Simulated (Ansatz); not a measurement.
# Al2P3: the cost of one run

Computed with Ansatz 0.2.0 (reference: DFT PBE, plane waves, PAW, scalar-relativistic, no spin polarisation, unless a step's input says otherwise).

### 1 The starting structure

The structure is orthorhombic, space group Fmmm (No. 69). The conventional cell has a = 7.849 Å, b = 8.293 Å, c = 12.474 Å, α = 90.00°, β = 90.00°, γ = 90.00°. Al (site symmetry 222) has 8 P at 3.07 to 3.15 Å as nearest neighbours. Around P (site symmetry m) lie 2 P at 1.78 Å. P (site symmetry mm2) is surrounded by 2 P at 1.78 Å. Around Al (site symmetry m2m) lie 10 P at 2.97 to 3.10 Å.

As a file:

```
CELL_PARAMETERS angstrom
-4.14665 0.00000 3.92460
4.14665 0.00000 3.92460
0.00000 6.23703 3.92460
ATOMIC_POSITIONS crystal
Al 0.75000 0.25000 0.50000
Al 0.25000 0.75000 0.50000
P 0.12460 0.12460 0.14240
P 0.26700 0.26700 0.85760
P 0.87540 0.87540 0.85760
P 0.73300 0.73300 0.14240
P 0.85650 0.85650 0.28700
P 0.14350 0.14350 0.71300
Al 0.71227 0.28773 0.00000
Al 0.28773 0.71227 0.00000
```

### 2 Reference

The input, input.yaml:

```yaml
crystal:
  lattice:
    - [-4.146655, 0.0, 3.924602]
    - [4.146655, 0.0, 3.924602]
    - [0.0, 6.237031, 3.924602]
  atoms:
    - { symbol: Al, position: [0.75, 0.25, 0.5] }
    - { symbol: Al, position: [0.25, 0.75, 0.5] }
    - { symbol: P, position: [0.1246, 0.1246, 0.1424] }
    - { symbol: P, position: [0.267, 0.267, 0.8576] }
    - { symbol: P, position: [0.8754, 0.8754, 0.8576] }
    - { symbol: P, position: [0.733, 0.733, 0.1424] }
    - { symbol: P, position: [0.8565, 0.8565, 0.287] }
    - { symbol: P, position: [0.1435, 0.1435, 0.713] }
    - { symbol: Al, position: [0.71227, 0.28773, 0.0] }
    - { symbol: Al, position: [0.28773, 0.71227, 0.0] }
  symmetry: { tolerance: 0.0003 }
kpoints:
  mp_grid: { grid: [4, 4, 4], shift: [0, 0, 0] }
magnetization:
  spin_polarized: false
scf:
  occupations: { method: fermi_dirac }
hamiltonian:
  pseudopotentials: { kind: paw }
  xc: pbe
basis:
  ecutwfc: 420
output:
  forces: true
  stress: true
  eigenvalues: true
  write_density: true
  write_potential: true
  elf: true
  volumetric_format: npy
```

Launch:

```console
ansatz run input.yaml --threads 1 --pin off --max-ram 2560MiB --backend cpu --events-out ev --progress --plain --runs-dir out
```

**Question.** How long does this run take on 1 thread of Intel Xeon Platinum 8259CL at 2.50GHz (Skylake/Cascade Lake), shared host, and how much memory does it need?

About 11 s, with a peak of 0.48 GiB.
